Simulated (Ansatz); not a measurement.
Crystal: NiMoIrPdW.

```
Ni Mo Pd Ir W
1.0
     4.14670    0.00000    0.00000
    -2.07335    3.59115    0.00000
     0.00000    0.00000    5.41629
Ni Mo Pd Ir W
1 1 1 1 1
Direct
  0.00000 0.00000 0.02221
  0.66667 0.33333 0.45996
  0.33333 0.66667 0.74601
  0.33333 0.66667 0.25641
  0.66667 0.33333 0.99985
```

The cell was built by a generator and needn't be a form met in nature.

- Program: Ansatz 0.2.0
- Task: relaxation of cell and atoms
- Functional: r2SCAN
- Potentials or basis: Ansatz PAW
- Cutoff: 500 eV (not typed: the program's choice for these potentials)
- k mesh: 5 × 5 × 4
- Occupations: fermi-dirac, width 0.05 eV
- Spin: collinear spin, ferromagnetic start
- Starting moments: [1.0, 1.0, 0.0, 0.6, 0.0] μB

At the start: volume 16.13 Å³/atom.

Problem. Where does the relaxation end?

Solution. It ends after 7 steps and the volume is 15.81 Å³/atom (-2.0 %); space group P3m1 (No. 156, to 0.05 Å); moment 0.00 μB per cell.

Step by step:
| step | energy change (eV) | largest force (eV/Å) | volume (Å³) |
| --- | --- | --- | --- |
| 1 | 0.0000 | 0.4101 | 80.66 |
| 2 | -0.0297 | 0.0492 | 79.24 |
| 3 | -0.0304 | 0.0214 | 79.05 |
| 4 | -0.0305 | 0.0150 | 79.04 |
| 5 | -0.0305 | 0.0121 | 79.07 |
| 6 | -0.0305 | 0.0047 | 79.07 |
| 7 | -0.0292 | 0.0048 | 79.07 |

Final structure:
```yaml
crystal:
  lattice:
    - [4.11300, 0.00000, 0.00000]
    - [-2.05650, 3.56196, 0.00000]
    - [0.00000, 0.00000, 5.39740]
  atoms:
    - { symbol: Ni, position: [0.00000, 0.00000, 0.02377] }
    - { symbol: Mo, position: [0.66667, 0.33333, 0.45693] }
    - { symbol: Pd, position: [0.33333, 0.66667, 0.74619] }
    - { symbol: Ir, position: [0.33333, 0.66667, 0.25800] }
    - { symbol: W, position: [0.66667, 0.33333, 0.99955] }
```

Caveat: the magnetic or orbital state may not be the lowest; the plane-wave basis is chosen anew once the cell has moved, so the energies of steps on either side of that aren't comparable; the PAW data sets come from PBE, with cores solved anew for the run's functional, which leaves a small shift of forces and pressure; the starting moments weren't kept.
